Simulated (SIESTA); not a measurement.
# CsLiCr2Te2S3 (P3m1) in SIESTA: a series of runs, part 2 of 2

SIESTA 5.4.2. Earlier steps stand in the parts before.

## 4. Single point, PBE, collinear spin, ferrimagnetic start

CsLiCr2Te2S3.fdf reads:

```
SystemName                      CsLiCr2Te2S3
SystemLabel                     CsLiCr2Te2S3
NumberOfSpecies                 5
NumberOfAtoms                   9
%block ChemicalSpeciesLabel
  1  55 Cs
  2   3 Li
  3  24 Cr
  4  52 Te
  5  16 S
%endblock ChemicalSpeciesLabel

LatticeConstant                 1.0 Ang
%block LatticeVectors
     3.6035800000     0.0000000000     0.0000000000
    -1.8017900000     3.1207900000     0.0000000000
     0.0000000000     0.0000000000    19.0665100000
%endblock LatticeVectors
AtomicCoordinatesFormat         Fractional
%block AtomicCoordinatesAndAtomicSpecies
     0.0000000000     0.0000000000     0.3739900000  1  Cs
     0.6666700000     0.3333300000     0.0160700000  2  Li
     0.0000000000     0.0000000000     0.8663700000  3  Cr
     0.3333300000     0.6666700000     0.1683300000  3  Cr
     0.3333300000     0.6666700000     0.5389100000  4  Te
     0.6666700000     0.3333300000     0.7727600000  4  Te
     0.0000000000     0.0000000000     0.1003000000  5  S
     0.3333300000     0.6666700000     0.9292000000  5  S
     0.6666700000     0.3333300000     0.2340800000  5  S
%endblock AtomicCoordinatesAndAtomicSpecies

%block kgrid.MonkhorstPack
    9   0   0  0.0
    0   9   0  0.0
    0   0   2  0.0
%endblock kgrid.MonkhorstPack
XC.Functional                   GGA
XC.Authors                      PBE
PAO.BasisSize                   DZP
PAO.EnergyShift                 0.003 Ry
Mesh.Cutoff                     800 Ry
Spin                            polarized
%block DM.InitSpin
    1   0.000
    2   0.000
    3   3.000
    4  -1.500
    5   0.000
    6   0.000
    7   0.000
    8   0.000
    9   0.000
%endblock DM.InitSpin
OccupationFunction              FD
ElectronicTemperature           0.05 eV
MaxSCFIterations                200
SCF.MustConverge                false
SCF.Mixer.Method                Pulay
SCF.Mixer.Weight                0.1
SCF.Mixer.History               10
SCF.DM.Tolerance                5.0e-05
SCF.H.Tolerance                 1.0e-03 eV
WriteForces                     true
Charge.Mulliken                 end
%block PAO.PolarizationScheme
  Li non-perturbative
%endblock PAO.PolarizationScheme
%block PAO.Basis
  Cs 5
  n=5 0 2
    4.696 0.000
  n=6 0 2
    9.500 0.000
  n=5 1 2
    5.738 0.000
  n=6 1 1
    9.500
  n=5 2 1
    7.000
  Li 3
  n=1 0 2
    2.782 0.000
  n=2 0 2
    9.500 0.000
  n=2 1 1
    9.500
  Cr 5
  n=3 0 2
    2.885 0.000
  n=4 0 2
    8.703 0.000
  n=3 1 2
    3.267 0.000
  n=4 1 1
    8.703
  n=3 2 2
    6.381 0.000
  Te 4
  n=5 0 2
    5.635 0.000
  n=5 1 2
    7.297 0.000
  n=4 2 2
    3.260 0.000
  n=5 2 1
    7.297
%endblock PAO.Basis
Diag.ParallelOverK              true
```

Potentials or basis: PseudoDojo 0.4 standard (PBE files), DZP (energy shift 0.003 Ry; two zetas on semicore shells; d shell added on Cs).

The run is started by

```console
$ mpirun -n 4 siesta CsLiCr2Te2S3.fdf > CsLiCr2Te2S3.out 2>&1
```

CsLiCr2Te2S3.out:

```text
Version         : 5.4.2

[... 6 lines left out ...]
 NOTE: Please see the manual for full details and compatibility measures.

reinit: Reading from file CsLiCr2Te2S3.fdf

reinit: -----------------------------------------------------------------------
reinit: System Name: CsLiCr2Te2S3
reinit: -----------------------------------------------------------------------
reinit: System Label: CsLiCr2Te2S3
reinit: -----------------------------------------------------------------------

NOTE on units for spin output:
{S} is the spin magnetic moment, in units of the Bohr magneton,
assuming a g-factor for the electron spin of exactly 2.
The spin magnetic moment is then numerically equal to the charge inbalance,
in units of electrons, between the spin-up and -down channels.

initatom: Reading input for the pseudopotentials and atomic orbitals ----------
Species number:   1 Atomic number:   55 Label: Cs
Species number:   2 Atomic number:    3 Label: Li
Species number:   3 Atomic number:   24 Label: Cr
Species number:   4 Atomic number:   52 Label: Te
Species number:   5 Atomic number:   16 Label: S

Ground state valence configuration (from tables):   6s01  6p00  5d00  4f00
Ground state valence configuration (from tables):   2s01  2p00  3d00  4f00
Ground state valence configuration (from tables):   4s01  4p00  3d05  4f00
Ground state valence configuration (from tables):   5s02  5p04  5d00  4f00
Ground state valence configuration (from tables):   3s02  3p04  3d00  4f00

---- Processing specs for species: Cs
Reading pseudopotential information in PSML from:
  Cs.psml
PSML file version: 1.1
Using libxc ids:  101 130
GGA--PBE XC_GGA_X_PBE--XC_GGA_C_PBE pb
Semicore shell(s) with  8 electrons included in the valence for Cs

---- Processing specs for species: Li
Reading pseudopotential information in PSML from:
  Li.psml
PSML file version: 1.1
Using libxc ids:  101 130
GGA--PBE XC_GGA_X_PBE--XC_GGA_C_PBE pb
Semicore shell(s) with  2 electrons included in the valence for Li

---- Processing specs for species: Cr
Reading pseudopotential information in PSML from:
  Cr.psml
PSML file version: 1.1
Using libxc ids:  101 130
GGA--PBE XC_GGA_X_PBE--XC_GGA_C_PBE pb
Semicore shell(s) with  8 electrons included in the valence for Cr

---- Processing specs for species: Te
[... 1349 lines left out ...]
              0.181   0.133   0.005   0.012   0.004   0.012   0.005

Species: Te
Atom  Qatom  Qorb
               5s      5s      5py     5pz     5px     5py     5pz     5px
               4dxy    4dyz    4dz2    4dxz    4dx2-y2 4dxy    4dyz    4dz2
               4dxz    4dx2-y2 5dxy    5dyz    5dz2    5dxz    5dx2-y2
   5  8.115   0.928   0.027   0.591   0.896   0.591  -0.005  -0.036  -0.005
              0.986   0.985   0.983   0.985   0.986   0.017   0.016   0.018

              0.016   0.017   0.035   0.013   0.024   0.013   0.035
   6  7.847   0.852   0.047   0.598   0.677   0.598  -0.026   0.000  -0.026
              0.983   0.984   0.984   0.984   0.983   0.019   0.017   0.018

              0.017   0.019   0.028   0.021   0.021   0.021   0.028

Species: S
Atom  Qatom  Qorb
               3s      3s      3py     3pz     3px     3py     3pz     3px
               3Pdxy   3Pdyz   3Pdz2   3Pdxz   3Pdx2-y2
   7  3.240   0.897   0.007   0.782   0.785   0.782  -0.019  -0.015  -0.019
              0.008   0.008   0.008   0.008   0.008
   8  3.121   0.879   0.013   0.708   0.753   0.708  -0.008  -0.013  -0.008
              0.020   0.015   0.019   0.015   0.020
   9  3.292   0.905   0.006   0.781   0.912   0.781  -0.015  -0.107  -0.015
              0.009   0.009   0.009   0.009   0.009

mulliken: Qtot =       44.830

mulliken: Spin DOWN

Species: Cs
Atom  Qatom  Qorb
               5s      5s      6s      6s      5py     5pz     5px     5py
               5pz     5px     6py     6pz     6px     5dxy    5dyz    5dz2
               5dxz    5dx2-y2
   1  4.248   0.921   0.028   0.039   0.024   0.926   0.930   0.926   0.028
              0.046   0.028   0.045   0.028   0.045   0.034   0.066   0.033

              0.066   0.034

Species: Li
Atom  Qatom  Qorb
               1s      1s      2s      2s      2py     2pz     2px
   2  1.398   0.997   0.009  -0.103   0.145   0.119   0.112   0.119

Species: Cr
Atom  Qatom  Qorb
               3s      3s      4s      4s      3py     3pz     3px     3py
               3pz     3px     4py     4pz     4px     3dxy    3dyz    3dz2
               3dxz    3dx2-y2 3dxy    3dyz    3dz2    3dxz    3dx2-y2
   3  5.220   0.959   0.029  -0.067   0.136   0.956   0.959   0.956   0.047
              0.045   0.047   0.087   0.104   0.087   0.146   0.274   0.093

              0.274   0.146  -0.003  -0.021  -0.009  -0.021  -0.003
   4  8.435   0.958   0.035   0.103   0.076   0.953   0.955   0.953   0.052
              0.050   0.052   0.126   0.170   0.126   0.638   0.512   0.773

              0.512   0.638   0.153   0.130   0.188   0.130   0.153

Species: Te
Atom  Qatom  Qorb
               5s      5s      5py     5pz     5px     5py     5pz     5px
               4dxy    4dyz    4dz2    4dxz    4dx2-y2 4dxy    4dyz    4dz2
               4dxz    4dx2-y2 5dxy    5dyz    5dz2    5dxz    5dx2-y2
   5  8.109   0.928   0.027   0.589   0.893   0.589  -0.004  -0.035  -0.004
              0.986   0.985   0.983   0.985   0.986   0.017   0.016   0.018

              0.016   0.017   0.035   0.013   0.024   0.013   0.035
   6  8.233   0.869   0.042   0.738   0.781   0.738  -0.040   0.000  -0.040
              0.986   0.987   0.987   0.987   0.986   0.016   0.014   0.016

              0.014   0.016   0.035   0.022   0.024   0.022   0.035

Species: S
Atom  Qatom  Qorb
               3s      3s      3py     3pz     3px     3py     3pz     3px
               3Pdxy   3Pdyz   3Pdz2   3Pdxz   3Pdx2-y2
   7  3.138   0.875   0.014   0.741   0.776   0.741  -0.025  -0.030  -0.025
              0.015   0.012   0.016   0.012   0.015
   8  3.237   0.905   0.005   0.759   0.756   0.759   0.003   0.004   0.003
              0.009   0.008   0.009   0.008   0.009
   9  3.153   0.884   0.012   0.713   0.892   0.713  -0.013  -0.116  -0.013
              0.018   0.014   0.019   0.014   0.018

mulliken: Qtot =       45.170

Mulliken Atomic Populations:
Atom #   charge [q] valence [e]      Sz [e]  Species
     1     0.488055    8.511945    0.015971  Cs
     2     0.208091    2.791909   -0.003169  Li
     3     0.364445   13.635555    3.195422  Cr
     4     0.424610   13.575390   -3.293659  Cr
     5    -0.223883   16.223883    0.005901  Te
     6    -0.079893   16.079893   -0.386317  Te
     7    -0.378069    6.378069    0.102625  S
     8    -0.358461    6.358461   -0.116065  S
     9    -0.444895    6.444895    0.139344  S
 Total     0.000000               -0.339947

Job completed
```

Wall time 3.3 min (4 MPI ranks of Intel Xeon Platinum 8259CL at 2.50GHz (Skylake/Cascade Lake), shared host); peak memory 0.52 GiB.

What came out:

| Quantity | Value |
| --- | --- |
| Free energy | -12287.4296 eV |
| Pressure | 0.6 GPa |
| Largest force | 0.225 eV/Å |
| Band gap on the k mesh | none (metal or under the smearing width) |
| Net moment | -0.34 μB per cell |
| Site moments | Cs +0.02; Li -0.00; Cr +3.20, -3.29; Te +0.01, -0.39; S +0.10, -0.12, +0.14 μB |

Forces in eV/Å, atoms in the order of the input:
```
Cs   0.000  0.000  0.033
Li   0.000  0.000  0.022
Cr   0.000  0.000  0.131
Cr   0.000  0.000  0.002
Te   0.000  0.000  0.019
Te   0.000  0.000 -0.225
S    0.000  0.000 -0.101
S    0.000  0.000  0.059
S    0.000  0.000  0.060
```

Stress tensor (GPa, compression positive):
```
0.77 0.00 0.00
0.00 0.77 0.00
0.00 0.00 0.27
```

Caveat: the basis of atomic orbitals isn't converged, which shifts pressures, moduli and gaps. Spin-orbit coupling is left out, which matters for the levels of Cs, Te.

## 5. For comparison

An earlier run on the cell as given: functional PBE; potentials or basis PseudoDojo 0.4 standard (PBE files); basis DZP (energy shift 0.003 Ry; two zetas on semicore shells; d shell added on Cs); grid cutoff 800 Ry; energy shift 0.003 Ry; k mesh 9 × 9 × 2; occupations fermi-dirac, width 0.05 eV; collinear spin, ferromagnetic start; starting moments [0.0, 0.0, 3.0, 3.0, 0.0, 0.0, 0.0, 0.0, 0.0] μB.

* Pressure: 0.6 GPa
* Largest force: 0.218 eV/Å
* Band gap on the k mesh: none (metal or under the smearing width)
* Net moment: 5.65 μB per cell
* Site moments: Cs -0.02; Li -0.06; Cr +3.20, +3.30; Te -0.01, -0.39; S -0.11, -0.12, -0.14 μB
* Hirshfeld charges: Cs +0.21; Li +0.02; Cr +0.29, +0.37; Te -0.11, -0.07; S -0.22, -0.21, -0.29 e
* Voronoi charges: Cs +0.26; Li +0.06; Cr +0.28, +0.42; Te -0.14, -0.04; S -0.26, -0.33 e

## 6. Summary

| spin | gap on the mesh (eV) | pressure (GPa) | moment (μB) | largest force (eV/Å) |
| --- | --- | --- | --- | --- |
| collinear, fm_larger start | none | 0.6 | 5.65 | 0.22 |
| collinear, antiferromagnetic start | none | 0.6 | 0.34 | 0.22 |
| collinear, ferrimagnetic start | none | 0.6 | 0.34 | 0.22 |
| collinear, ferromagnetic start | none | 0.6 | 5.65 | 0.22 |

Alike in all rows: task single point; level PBE; potentials or basis PseudoDojo 0.4 standard (PBE files), DZP (energy shift 0.003 Ry; two zetas on semicore shells; d shell added on Cs); cell as given; k mesh 9 × 9 × 2; smearing fermi-dirac 0.05 eV; grid cutoff 800 Ry; energy shift 0.003 Ry.

Caveats: the basis of atomic orbitals isn't converged, which shifts pressures, moduli and gaps.

Absolute energies hang on the potentials; compare differences alone.
